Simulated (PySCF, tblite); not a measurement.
**C4H5FOSi: geometry, infrared bands and NMR shifts**

Aim: predict the infrared bands and NMR shifts of C4H5FOSi (`O=C1C=C(F)[SiH2]C1`).

Computed with tblite 0.8.0 and PySCF 2.14.0, with density-fitted response routines of our own, on a single molecule in the gas phase. Atoms count from 0, in the outputs and in this text.

**1. The starting structure**

12 atoms, charge 0, multiplicity 1; geometry from: force field or distance geometry start.

Bonds of the start (Å): O0–C1 1.28, C1–C2 1.43, C2–C3 1.33, C3–F4 1.36, C3–Si5 1.86, Si5–C6 1.89, C6–C1 1.48, C2–H7 1.09, Si5–H8 1.44, Si5–H9 1.45, C6–H10 1.09, C6–H11 1.10.

**2. Geometry optimisation with GFN2-xTB**

What the job is given:

```
{"job": {"kind": "relax", "xc": "GFN2-xTB", "basis": "xTB"}, "charge": 0, "multiplicity": 1}
O     -1.022000    -2.189100    -0.545200
C     -0.479900    -1.150100    -0.040000
C      0.929100    -1.042300     0.204700
C      1.395200     0.190500     0.026300
F      2.683100     0.589100     0.193300
Si    -0.059100     1.254500    -0.452000
C     -1.252500     0.042200     0.375600
H      1.579200    -1.871200     0.499200
H     -0.247400     1.298200    -1.882600
H     -0.042000     2.533900     0.224400
H     -1.221900     0.262100     1.442900
H     -2.260600     0.081700    -0.072700
```

Started as:

```sh
> OMP_NUM_THREADS=1 python probes_run.py task.json out
```

One launch serves the whole session: the jobs run in the order shown.

**Question.** This job is followed by: GFN2-xTB harmonic vibrations, gas phase; GIAO PBE0/pcSseg-1 NMR shielding, non-relativistic, gas phase. What will the session give for the following? strongest single infrared mode (GFN2-xTB); zero-point energy (GFN2-xTB); ¹³C shifts against TMS (PBE0/pcSseg-1); ¹H shifts against TMS (PBE0/pcSseg-1, means over atoms taken as alike); ¹⁷O shifts against H2O (PBE0/pcSseg-1); ¹⁹F shifts against CFCl3 (PBE0/pcSseg-1); ²⁹Si shifts against TMS (PBE0/pcSseg-1); surface potential, 1st and 99th percentile.

**Answer**, as computed:

| quantity | value |
| --- | --- |
| strongest single infrared mode (GFN2-xTB) | 2287 cm⁻¹, 394 km/mol |
| zero-point energy (GFN2-xTB) | 47.6 kcal/mol |
| ¹³C shifts against TMS (PBE0/pcSseg-1) | 206.9, 201.4, 138.7, 22.8 ppm |
| ¹H shifts against TMS (PBE0/pcSseg-1, means over atoms taken as alike) | 6.54, 4.67, 2.02 ppm |
| ¹⁷O shifts against H2O (PBE0/pcSseg-1) | 664.1 ppm |
| ¹⁹F shifts against CFCl3 (PBE0/pcSseg-1) | -80.2 ppm |
| ²⁹Si shifts against TMS (PBE0/pcSseg-1) | -52.3 ppm |
| surface potential, 1st and 99th percentile | -1.68 V and 1.61 V |

**Reading.** Relaxing lowered the energy by 0.538 eV in 58 steps; the close pair that moved most is O0–C1, from 1.276 to 1.207 Å. All 30 modes are real, so the xTB geometry is a minimum. The strongest single mode, at 2287 cm⁻¹, moves mainly H9 and H8. GFN2-xTB is a fitted tight-binding method: band positions and strengths are rough. Its intensities can rank the bands wrongly. H7 (hydrogen on an α carbon of a C=C–C=O unit) lies farthest downfield among hydrogen, at 6.54 ppm; olefinic region. At PBE0/pcSseg-1: The largest span, 1230 ppm, is at O0, where the paramagnetic term is -726 ppm. By nearest atom (PBE0/pcSseg-1), the HOMO sits on O0 66 %; C6 11 % and the LUMO on C3 31 %; C1 20 %.
